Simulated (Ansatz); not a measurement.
# CH₅Al₂N: a spread of methods and bases

How do the results and run time of CH₅Al₂N respond when the settings are drawn wide?

Computed with Ansatz 0.2.0, Gaussian basis. Level: the settings change from run to run.

## (1) The molecule

An earlier PBE0-D4 in a triple-zeta def2 set relaxation fixed the geometry.

9 atoms, charge 0, spin multiplicity 1.

Atoms are counted from 1 here; the program's logs count them from 0.

Bond lengths: Al1–C2 2.083 Å, Al1–Al4 2.591 Å, Al1–H5 1.598 Å, Al1–H6 1.598 Å, C2–N3 1.297 Å, C2–H7 1.100 Å, N3–Al4 1.963 Å, N3–H8 1.019 Å, Al4–H9 1.607 Å. Angles: C2–Al1–Al4 67.3°, C2–Al1–H5 110.4°, C2–Al1–H6 110.5°, Al4–Al1–H5 117.6°, Al4–Al1–H6 117.7°, H5–Al1–H6 120.1°, Al1–C2–N3 111.8°, Al1–C2–H7 132.5°, N3–C2–H7 115.7°, C2–N3–Al4 105.4°, C2–N3–H8 118.5°, Al4–N3–H8 136.1°, Al1–Al4–N3 75.5°, Al1–Al4–H9 176.5°, N3–Al4–H9 108.0°.

## (2) wB97X/6-31++G**

This run has unrestricted orbitals, atoms shaken by 0.15 Å, high accuracy.

in.yaml reads:

```yaml
crystal:
  periodic: [false, false, false]
  atoms:
    - {symbol: Al, position_ang: [-1.024710, 1.051198, 0.355331]}
    - {symbol: C, position_ang: [0.751168, 0.413873, -0.305891]}
    - {symbol: N, position_ang: [0.732164, -0.778918, -0.525929]}
    - {symbol: Al, position_ang: [-0.839325, -1.580978, 0.204180]}
    - {symbol: H, position_ang: [-1.699965, 1.661227, -1.093463]}
    - {symbol: H, position_ang: [-0.885005, 1.705642, 1.461601]}
    - {symbol: H, position_ang: [1.752441, 0.942744, -0.415095]}
    - {symbol: H, position_ang: [1.777480, -1.259477, -0.255319]}
    - {symbol: H, position_ang: [-0.566489, -3.335059, 0.454257]}
basis:
  gaussian: {orbitals: "6-31++G**"}
magnetization: {spin_polarized: true, initial_magnetization: 0}
hamiltonian: {xc: {name: wB97X}}
accuracy: high
output: {forces: true}
```

Launch:

```console
$ ansatz run in.yaml --threads 2 --pin off --events-out ev --progress --plain --max-ram 4352MiB
```

What it wrote, shortened:

```text
Functional definition: wB97X
  name "wB97X"
  cite "Chai & Head-Gordon, J. Chem. Phys. 128, 084106 (2008) doi:10.1063/1.2834918"
  cite "Becke, J. Chem. Phys. 107, 8554 (1997) doi:10.1063/1.475007"
[...]
  # The coefficients of nought are those of the uniform gas.
[...]
      + exact_x_lr(omega)
[...]
      + integral(e_c_pw_opposite_spin*poly(b97_u_opposite, 1, cos1, cos2, cos3, cos4))
2375 factors; integrals over basis functions are off by at most 3.7e-9 eV
529 factors; integrals over basis functions are off by at most 2.6e-9 eV
[...]
mean field -15797.16494442 eV, -580.5351040046 hartree, gradient 2.6e-8 eV, S^2 0.000000; 0 other end points of the search recorded, 0 dependent functions left out
[...]
reference -15797.16493902 eV, -580.5351038062 hartree; 22, 22 occupied and 92, 92 virtual orbitals, 2375 factors
Total energy: -15797.16493902 eV, -580.5351038062 hartree
Atom 0 at    -1.024710     1.051198     0.355331 Å, force    -2.015642    -2.841134    -7.411568 eV/Å
Atom 1 at     0.751168     0.413873    -0.305891 Å, force     1.209534     7.558816     0.387197 eV/Å
Atom 2 at     0.732164    -0.778918    -0.525929 Å, force     5.242756    -8.935202     1.114875 eV/Å
Atom 3 at    -0.839325    -1.580978     0.204180 Å, force    -0.908507    -1.470449     0.685615 eV/Å
Atom 4 at    -1.699965     1.661227    -1.093463 Å, force     0.116672    -0.247268     1.037060 eV/Å
Atom 5 at    -0.885005     1.705642     1.461601 Å, force     0.562700     3.675198     6.317853 eV/Å
Atom 6 at     1.752441     0.942744    -0.415095 Å, force    -0.875394    -0.442912     0.493242 eV/Å
Atom 7 at     1.777480    -1.259477    -0.255319 Å, force    -3.172983     1.044343    -2.285025 eV/Å
Atom 8 at    -0.566489    -3.335059     0.454257 Å, force    -0.159136     1.658608    -0.339248 eV/Å
Dipole moment:     0.723301    -0.312377     0.042040 e Å
```

Wall time 52 s (2 threads of Arm Neoverse V1, shared host); peak memory 1.2 GiB.

Largest force 10.420 eV/Å, dipole 3.79 D, ⟨S²⟩ 0.000.

## (3) CAM-B3LYP/STO-3G

Set apart from the defaults: charge +1, multiplicity 2, restricted open-shell orbitals, atoms shaken by 0.08 Å, D3(BJ) with three-body dispersion, the search for lower states set to light.

in.yaml reads:

```yaml
crystal:
  periodic: [false, false, false]
  atoms:
    - {symbol: Al, position_ang: [-1.134169, 1.126651, 0.204152]}
    - {symbol: C, position_ang: [0.799170, 0.555803, -0.389655]}
    - {symbol: N, position_ang: [1.010510, -0.777234, -0.099989]}
    - {symbol: Al, position_ang: [-0.697604, -1.484951, 0.253399]}
    - {symbol: H, position_ang: [-1.805346, 1.777433, -0.949370]}
    - {symbol: H, position_ang: [-1.091067, 1.962220, 1.609342]}
    - {symbol: H, position_ang: [1.748836, 1.082850, -0.631876]}
    - {symbol: H, position_ang: [2.088858, -1.177300, -0.528412]}
    - {symbol: H, position_ang: [-0.611872, -3.176764, 0.450693]}
basis:
  gaussian: {orbitals: STO-3G}
total_charge: 1
magnetization: {spin_polarized: false, initial_magnetization: 1}
hamiltonian: {xc: {name: CAM-B3LYP}, dispersion: d3bjatm}
scf: {lower_state_search: light}
output: {forces: true}
```

The command is unchanged.

What it wrote, shortened:

```text
Functional definition: CAM-B3LYP
  name "CAM-B3LYP"
  cite "Yanai, Tew & Handy, Chem. Phys. Lett. 393, 51 (2004) doi:10.1016/j.cplett.2004.06.011"
  cite "Iikura, Tsuneda, Yanai & Hirao, J. Chem. Phys. 115, 3540 (2001) doi:10.1063/1.1383587"
  cite "Becke, Phys. Rev. A 38, 3098 (1988) doi:10.1103/PhysRevA.38.3098"
  cite "Lee, Yang & Parr, Phys. Rev. B 37, 785 (1988) doi:10.1103/PhysRevB.37.785"
  cite "Vosko, Wilk & Nusair, Can. J. Phys. 58, 1200 (1980) doi:10.1139/p80-159"
[...]
  # Exact exchange under (alpha + beta erf(omega r))/r, Becke's under what is left of 1/r.
[...]
391 factors; integrals over basis functions are off by at most 8.8e-5 eV
179 factors; integrals over basis functions are off by at most 3.3e-6 eV
[...]
mean field -15600.30796675 eV, -573.3007435094 hartree, gradient 8.1e-5 eV, S^2 0.750000; 1 other end points of the search recorded, 0 dependent functions left out
[...]
Total energy: -15600.46875229 eV, -573.3066522691 hartree
Atom 0 at    -1.134169     1.126651     0.204152 Å, force     1.928484     2.796470     1.287738 eV/Å
Atom 1 at     0.799170     0.555803    -0.389655 Å, force    -0.620333    -2.502617     2.314812 eV/Å
Atom 2 at     1.010510    -0.777234    -0.099989 Å, force     3.292386     0.994900    -3.393067 eV/Å
Atom 3 at    -0.697604    -1.484951     0.253399 Å, force     1.291850    -3.167983     0.442385 eV/Å
Atom 4 at    -1.805346     1.777433    -0.949370 Å, force    -0.490280    -0.705280    -0.280838 eV/Å
Atom 5 at    -1.091067     1.962220     1.609342 Å, force    -0.141755    -2.050111    -1.767306 eV/Å
Atom 6 at     1.748836     1.082850    -0.631876 Å, force    -0.322432     0.446795    -0.564340 eV/Å
Atom 7 at     2.088858    -1.177300    -0.528412 Å, force    -4.338130     1.144838     2.294150 eV/Å
Atom 8 at    -0.611872    -3.176764     0.450693 Å, force    -0.599791     3.042987    -0.333534 eV/Å
Dipole moment:     0.060685    -0.696581    -0.072383 e Å
```

Wall time 1.9 s (2 threads of Arm Neoverse V1, shared host).

Largest force 5.039 eV/Å.

## (4) RPA/6-31G*

This run has charge -1, multiplicity 2, restricted open-shell orbitals, a grid of angular degree 23.

in.yaml reads:

```yaml
crystal:
  periodic: [false, false, false]
  atoms:
    - {symbol: Al, position_ang: [-1.091215, 1.104361, 0.239865]}
    - {symbol: C, position_ang: [0.844885, 0.538722, -0.282163]}
    - {symbol: N, position_ang: [0.998537, -0.748183, -0.238149]}
    - {symbol: Al, position_ang: [-0.742405, -1.462287, 0.319575]}
    - {symbol: H, position_ang: [-1.856397, 1.707889, -1.026713]}
    - {symbol: H, position_ang: [-1.088169, 1.896875, 1.627576]}
    - {symbol: H, position_ang: [1.732298, 1.115813, -0.579485]}
    - {symbol: H, position_ang: [1.910082, -1.136758, -0.476411]}
    - {symbol: H, position_ang: [-0.619216, -3.062632, 0.398704]}
basis:
  gaussian: {orbitals: "6-31G*", final_grid: {core_spheres: 8, valence_spheres: 7, degree: 23}}
total_charge: -1
magnetization: {spin_polarized: false, initial_magnetization: 1}
hamiltonian: {xc: {name: PBE}}
correlation: {method: rpa}
```

Same command.

What it wrote, shortened:

```text
Functional definition: PBE
  name "PBE"
  cite "Perdew, Burke & Ernzerhof, Phys. Rev. Lett. 77, 3865 (1996) doi:10.1103/PhysRevLett.77.3865"
  parent pbe
[...]
770 factors; integrals over basis functions are off by at most 1.4e-3 eV
[...]
mean field -15789.93348557 eV, -580.2693527933 hartree, gradient 4.9e-6 eV, S^2 0.750000; 3 other end points of the search recorded, 0 dependent functions left out
[...]
12 core orbitals not correlated: weight in the atoms' cores, before any rotation towards them, 1.000 or more for the frozen orbitals, at most 0.000 for the correlated occupied ones
reference -15753.55880002 eV, -578.9326077551 hartree; 11, 10 occupied and 55, 56 virtual orbitals, 770 factors
Total energy: -15772.88402539 eV, -579.6427966883 hartree
```

Wall time 4.4 s (2 threads of Arm Neoverse V1, shared host).

## (5) RPA/def2-TZVPD

This run has correlated electrons set to outside_noble_gas.

Changes to in.yaml since step 4:

```diff
@@ -13,6 +13,4 @@
 basis:
-  gaussian: {orbitals: "6-31G*", final_grid: {core_spheres: 8, valence_spheres: 7, degree: 23}}
-total_charge: -1
-magnetization: {spin_polarized: false, initial_magnetization: 1}
-hamiltonian: {xc: {name: PBE}}
-correlation: {method: rpa}
+  gaussian: {orbitals: def2-TZVPD}
+hamiltonian: {xc: {name: r2SCAN}}
+correlation: {method: rpa, electrons: outside_noble_gas}
```

Launched as before.

What it wrote, shortened:

```text
Functional definition: r2SCAN
  name "r2SCAN"
  cite "Furness, Kaplan, Ning, Perdew & Sun, J. Phys. Chem. Lett. 11, 8208 (2020) doi:10.1021/acs.jpclett.0c02405"
  cite "Furness, Kaplan, Ning, Perdew & Sun, J. Phys. Chem. Lett. 11, 9248 (2020) doi:10.1021/acs.jpclett.0c03077"
  parent r2scan
[...]
1394 factors; integrals over basis functions are off by at most 1.0e-3 eV
[...]
mean field -15799.61636912 eV, -580.6251922007 hartree, gradient 9.2e-6 eV, S^2 0.000000; 0 other end points of the search recorded, 0 dependent functions left out
12 core orbitals not correlated: weight in the atoms' cores, before any rotation towards them, 1.000 or more for the frozen orbitals, at most 0.000 for the correlated occupied ones
reference -15756.90261029 eV, -579.0554905160 hartree; 10, 10 occupied and 183, 183 virtual orbitals, 1394 factors
Total energy: -15780.21217575 eV, -579.9121012469 hartree
```

Wall time 14 s (2 threads of Arm Neoverse V1, shared host); peak memory 0.5 GiB.

## (6) wPBEh/pcseg-2

Changes to in.yaml since step 5:

```diff
@@ -13,4 +13,3 @@
 basis:
-  gaussian: {orbitals: def2-TZVPD}
-hamiltonian: {xc: {name: r2SCAN}}
-correlation: {method: rpa, electrons: outside_noble_gas}
+  gaussian: {orbitals: pcseg-2}
+hamiltonian: {xc: {name: wPBEh}}
```

Launched as before.

What it wrote, shortened:

```text
Functional definition: wPBEh
  name "wPBEh"
  cite "Heyd, Scuseria & Ernzerhof, J. Chem. Phys. 118, 8207 (2003) doi:10.1063/1.1564060"
  cite "Krukau, Vydrov, Izmaylov & Scuseria, J. Chem. Phys. 125, 224106 (2006) doi:10.1063/1.2404663"
  cite "Heyd & Scuseria, J. Chem. Phys. 120, 7274 (2004) doi:10.1063/1.1668634"
  cite "Ernzerhof & Perdew, J. Chem. Phys. 109, 3313 (1998) doi:10.1063/1.476928"
  cite "Perdew, Burke & Ernzerhof, Phys. Rev. Lett. 77, 3865 (1996) doi:10.1103/PhysRevLett.77.3865"
  parent pbe
[...]
1120 factors; their error is unknown
85 factors; integrals over basis functions are off by at most 6.5e-7 eV
[...]
mean field -15794.57305503 eV, -580.4398538263 hartree, gradient 7.3e-5 eV, S^2 0.000000; 0 other end points of the search recorded, 0 dependent functions left out
reference -15794.57311365 eV, -580.4398559805 hartree; 22, 22 occupied and 176, 176 virtual orbitals, 1120 factors
Total energy: -15794.57311365 eV, -580.4398559805 hartree
```

Run time: 4.1 s. Hardware: 2 threads of Arm Neoverse V1, shared host; peak memory 0.34 GiB.

## (7) SPW92/def2-mTZVPP

Options: density fitting with cc-pVTZ-jkfit.

Changes to in.yaml since step 6:

```diff
@@ -13,3 +13,4 @@
 basis:
-  gaussian: {orbitals: pcseg-2}
-hamiltonian: {xc: {name: wPBEh}}
+  gaussian: {orbitals: def2-mTZVPP, fitting: {mean_field: cc-pVTZ-jkfit}}
+hamiltonian: {xc: {name: SPW92}}
+output: {forces: true}
```

Launched as before.

What it wrote, shortened:

```text
Functional definition: SPW92
  name "SPW92"
  cite "Dirac, Proc. Camb. Phil. Soc. 26, 376 (1930) doi:10.1017/S0305004100016108"
  cite "Slater, Phys. Rev. 81, 385 (1951) doi:10.1103/PhysRev.81.385"
  cite "Perdew & Wang, Phys. Rev. B 45, 13244 (1992) doi:10.1103/PhysRevB.45.13244"
[...]
550 factors; integrals over basis functions are off by at most 2.7e-1 eV
[...]
mean field -15722.08390054 eV, -577.7759265336 hartree, gradient 3.2e-5 eV, S^2 0.000000; 0 other end points of the search recorded, 0 dependent functions left out
[...]
reference -15722.08394831 eV, -577.7759282893 hartree; 22, 22 occupied and 90, 90 virtual orbitals, 550 factors
Total energy: -15722.08394831 eV, -577.7759282893 hartree
Atom 0 at    -1.091215     1.104361     0.239865 Å, force     0.247516    -0.196865    -0.057490 eV/Å
Atom 1 at     0.844885     0.538722    -0.282163 Å, force    -0.522939     0.016337     0.150573 eV/Å
Atom 2 at     0.998537    -0.748183    -0.238149 Å, force    -0.423448     0.061895     0.118790 eV/Å
Atom 3 at    -0.742405    -1.462287     0.319575 Å, force    -0.051152     0.260136    -0.003958 eV/Å
Atom 4 at    -1.856397     1.707889    -1.026713 Å, force    -0.042942     0.024723    -0.068174 eV/Å
Atom 5 at    -1.088169     1.896875     1.627576 Å, force    -0.001002     0.035114     0.076462 eV/Å
Atom 6 at     1.732298     1.115813    -0.579485 Å, force     0.270848     0.192492    -0.091889 eV/Å
Atom 7 at     1.910082    -1.136758    -0.476411 Å, force     0.488469    -0.253704    -0.124392 eV/Å
Atom 8 at    -0.619216    -3.062632     0.398704 Å, force     0.034650    -0.140128     0.000078 eV/Å
Dipole moment:     0.749075    -0.401626    -0.189448 e Å
```

Run time: 0.95 s. Hardware: 2 threads of Arm Neoverse V1, shared host.

Largest force 0.564 eV/Å, dipole 4.18 D.

## (8) RPBE/def2-TZVPP

Changes to in.yaml since step 7:

```diff
@@ -13,4 +13,3 @@
 basis:
-  gaussian: {orbitals: def2-mTZVPP, fitting: {mean_field: cc-pVTZ-jkfit}}
-hamiltonian: {xc: {name: SPW92}}
-output: {forces: true}
+  gaussian: {orbitals: def2-TZVPP}
+hamiltonian: {xc: {name: RPBE}}
```

The command is unchanged.

What it wrote:

```text
Functional definition: RPBE
  name "RPBE"
  cite "Hammer, Hansen & Nørskov, Phys. Rev. B 59, 7413 (1999) doi:10.1103/PhysRevB.59.7413"
  cite "Perdew, Burke & Ernzerhof, Phys. Rev. Lett. 77, 3865 (1996) doi:10.1103/PhysRevLett.77.3865"
  parameter kappa = 0.804
  parameter beta = 0.06672455060314922
  exchange = rpbe_x(kappa = kappa, mu = beta*pi^2/3)
  correlation = pbe_c(beta = beta)
1168 factors; their error is unknown
mean field evaluation 1: about -15793.5616 eV, gradient 5.9e1 eV
mean field evaluation 2: about -15769.4304 eV, gradient 1.1e2 eV
mean field evaluation 4: about -15801.3278 eV, gradient 1.2e1 eV
mean field evaluation 8: about -15801.7206 eV, gradient 4.3e-2 eV
mean field evaluation 16: about -15801.7054 eV, gradient 1.1e-4 eV
mean field -15801.70543558 eV, -580.7019639768 hartree, gradient 8.2e-5 eV, S^2 0.000000; 0 other end points of the search recorded, 0 dependent functions left out
reference -15801.70548714 eV, -580.7019658718 hartree; 22, 22 occupied and 194, 194 virtual orbitals, 1168 factors
Total energy: -15801.70548714 eV, -580.7019658718 hartree
```

Run time: 2.7 s. Hardware: 2 threads of Arm Neoverse V1, shared host; peak memory 0.25 GiB.

## (9) B97/6-31G

Options: density fitting with def2-universal-jkfit.

Changes to in.yaml since step 8:

```diff
@@ -13,3 +13,3 @@
 basis:
-  gaussian: {orbitals: def2-TZVPP}
-hamiltonian: {xc: {name: RPBE}}
+  gaussian: {orbitals: 6-31G, fitting: {mean_field: def2-universal-jkfit}}
+hamiltonian: {xc: {name: B97}}
```

Launched as before.

What it wrote, shortened:

```text
Functional definition: B97
  name "B97"
  cite "Becke, J. Chem. Phys. 107, 8554 (1997) doi:10.1063/1.475007"
[...]
      + integral(e_c_pw_opposite_spin*poly(b97_u_opposite, cos0, cos1, cos2))
498 factors; integrals over basis functions are off by at most 9.0e-2 eV
[...]
mean field -15796.37196651 eV, -580.5059626039 hartree, gradient 8.0e-5 eV, S^2 0.000000; 0 other end points of the search recorded, 0 dependent functions left out
reference -15796.37199882 eV, -580.5059637912 hartree; 22, 22 occupied and 32, 32 virtual orbitals, 498 factors
Total energy: -15796.37199882 eV, -580.5059637912 hartree
```

Wall time 1.9 s (2 threads of Arm Neoverse V1, shared host).

## (10) BLYP/cc-pVTZ-DK

This run has D3(BJ) with three-body dispersion, high accuracy.

Changes to in.yaml since step 9:

```diff
@@ -13,3 +13,5 @@
 basis:
-  gaussian: {orbitals: 6-31G, fitting: {mean_field: def2-universal-jkfit}}
-hamiltonian: {xc: {name: B97}}
+  gaussian: {orbitals: cc-pVTZ-DK}
+hamiltonian: {xc: {name: BLYP}, dispersion: d3bjatm}
+accuracy: high
+output: {forces: true}
```

The command is unchanged.

What it wrote, shortened:

```text
Functional definition: BLYP
  name "BLYP"
  cite "Becke, Phys. Rev. A 38, 3098 (1988) doi:10.1103/PhysRevA.38.3098"
  cite "Lee, Yang & Parr, Phys. Rev. B 37, 785 (1988) doi:10.1103/PhysRevB.37.785"
[...]
3496 factors; integrals over basis functions are off by at most 4.0e-9 eV
[...]
mean field -15827.06034476 eV, -581.6337397029 hartree, gradient 1.6e-8 eV, S^2 0.000000; 0 other end points of the search recorded, 0 dependent functions left out
[...]
reference -15827.06040469 eV, -581.6337419055 hartree; 22, 22 occupied and 176, 176 virtual orbitals, 3496 factors
Total energy: -15827.46567340 eV, -581.6486352559 hartree
Relativity: scalar
Atom 0 at    -1.091215     1.104361     0.239865 Å, force    -0.092012     0.135319     0.017427 eV/Å
Atom 1 at     0.844885     0.538722    -0.282163 Å, force    -0.035580     0.775546    -0.043127 eV/Å
Atom 2 at     0.998537    -0.748183    -0.238149 Å, force     0.060272    -0.547252     0.019931 eV/Å
Atom 3 at    -0.742405    -1.462287     0.319575 Å, force    -0.378604    -0.235327     0.126392 eV/Å
Atom 4 at    -1.856397     1.707889    -1.026713 Å, force    -0.026126     0.020027    -0.017521 eV/Å
Atom 5 at    -1.088169     1.896875     1.627576 Å, force    -0.013332     0.023044     0.025770 eV/Å
Atom 6 at     1.732298     1.115813    -0.579485 Å, force     0.111526     0.101518    -0.039480 eV/Å
Atom 7 at     1.910082    -1.136758    -0.476411 Å, force     0.350038    -0.176724    -0.089434 eV/Å
Atom 8 at    -0.619216    -3.062632     0.398704 Å, force     0.023818    -0.096151     0.000041 eV/Å
Dipole moment:     0.731393    -0.400142    -0.184427 e Å
```

It took 19 s on 2 threads of Arm Neoverse V1, shared host; peak memory 0.94 GiB.

Largest force 0.778 eV/Å, dipole 4.10 D.

## (11) All runs side by side

```
            level  charge  multiplicity  geometry  functions  energy (eV)    time
  wB97X/6-31++G**       0             1    shaken        114   -15797.165    52 s
 CAM-B3LYP/STO-3G       1             2    shaken         33   -15600.469   1.9 s
       RPA/6-31G*      -1             2   relaxed         78   -15772.884   4.4 s
   RPA/def2-TZVPD       0             1   relaxed        205   -15780.212    14 s
    wPBEh/pcseg-2       0             1   relaxed        198   -15794.573   4.1 s
SPW92/def2-mTZVPP       0             1   relaxed        112   -15722.084  0.95 s
  RPBE/def2-TZVPP       0             1   relaxed        216   -15801.705   2.7 s
        B97/6-31G       0             1   relaxed         54   -15796.372   1.9 s
  BLYP/cc-pVTZ-DK       0             1   relaxed        198   -15827.466    19 s
```

## (12) Results

| quantity | value |
| --- | --- |
| runs | 9 |
| quickest | SPW92/def2-mTZVPP, 0.95 s |
| slowest | wB97X/6-31++G**, 52 s |
| spread of total energies, same state and geometry | 105.4 eV |
| dipole, same state and geometry | 4.10 to 4.18 D |

In words: wB97X/6-31++G** took 55 times as long as SPW92/def2-mTZVPP. The jobs differ in tasks and options as well as level. The totals spread over 105 eV; they can't be compared across methods or bases. Some of these runs are scalar-relativistic and others not, which shifts the totals of all-electron atoms past neon by eV; core potentials, where a basis has them, take the core out of the total altogether. At the PBE0-D4/def2-TZVP geometry and in the same state, runs without warnings or point charges leave forces up to 0.78 eV/Å (BLYP/cc-pVTZ-DK), against 10.4 eV/Å where the atoms were moved.
